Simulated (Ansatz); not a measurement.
# F2H5NSi2: a dynamics run in two tries

The task is a short trajectory. SMILES of the start: N[Si](F)(F)[SiH3].

Program: Ansatz 0.2.0. Level of theory: RKS B3LYP/STO-3G. These are calculated values, not measurements.

## 1. The structure to begin with

Bond lengths: Si1–Si2 2.283 Å, Si2–H3 1.394 Å, Si2–H4 1.486 Å, Si2–H5 1.500 Å, Si1–N6 1.779 Å, N6–H7 1.093 Å, N6–H8 1.147 Å, Si1–F9 1.632 Å, Si1–F10 1.656 Å. Angles (14 of 15 angles, heavy atoms first): Si2–Si1–N6 106.8°, Si2–Si1–F9 108.9°, Si2–Si1–F10 115.8°, N6–Si1–F9 104.1°, N6–Si1–F10 115.3°, F9–Si1–F10 105.1°, Si1–Si2–H3 111.5°, Si1–Si2–H4 114.7°, Si1–Si2–H5 114.5°, Si1–N6–H7 116.9°, Si1–N6–H8 109.0°, H3–Si2–H4 112.0°, H3–Si2–H5 102.4°, H4–Si2–H5 100.6°.

Coordinates:

```xyz
10

Si    0.0038   -0.1365   -0.0659
Si    0.0869    0.0625    2.2070
H    -1.0057    0.7758    2.6986
H     0.2899   -1.2168    2.9349
H     1.2488    0.8600    2.7199
N     1.6280    0.2551   -0.6756
H     1.8157    0.0721   -1.7364
H     2.3976   -0.4067   -0.1420
F    -0.9444    1.0486   -0.6671
F    -0.6475   -1.5454   -0.6438
```

## 2. First try

input.yaml reads:

```yaml
crystal:
  periodic: [false, false, false]
  atoms:
    - { symbol: Si, position_ang: [0.003775, -0.136489, -0.065851] }
    - { symbol: Si, position_ang: [0.086885, 0.062484, 2.207014] }
    - { symbol: H, position_ang: [-1.005742, 0.775839, 2.69855] }
    - { symbol: H, position_ang: [0.289872, -1.216817, 2.934859] }
    - { symbol: H, position_ang: [1.248798, 0.86004, 2.719886] }
    - { symbol: "N", position_ang: [1.62803, 0.255129, -0.675576] }
    - { symbol: H, position_ang: [1.815725, 0.072126, -1.736403] }
    - { symbol: H, position_ang: [2.397582, -0.406712, -0.141967] }
    - { symbol: F, position_ang: [-0.94436, 1.048561, -0.667056] }
    - { symbol: F, position_ang: [-0.647463, -1.545407, -0.64375] }
magnetization:
  spin_polarized: true
  initial_magnetization: 1
basis:
  gaussian: { orbitals: STO-3G }
hamiltonian:
  xc: b3lyp
md:
  timestep: 0.5
  n_steps: 25
  ensemble: nvt_langevin
  temperature: 500.0
  initial_velocities: maxwell_boltzmann
  seed: 478635
  friction: 0.001
  masses: [{ species: H, mass: 2.014 }]
```

Launch:

```bash
> ansatz run input.yaml --threads 1 --pin off --max-ram 2048MiB --backend cpu --events-out ev --progress --plain --runs-dir out
```

Before running it: what results should come out? Wanted: first try.

As calculated:

| quantity | value |
| --- | --- |
| first try | refused |
| cause | the number of unpaired electrons doesn't fit the number of electrons: even goes with even, odd with odd |

The fault in the first input was caught at the input check and cost nothing.
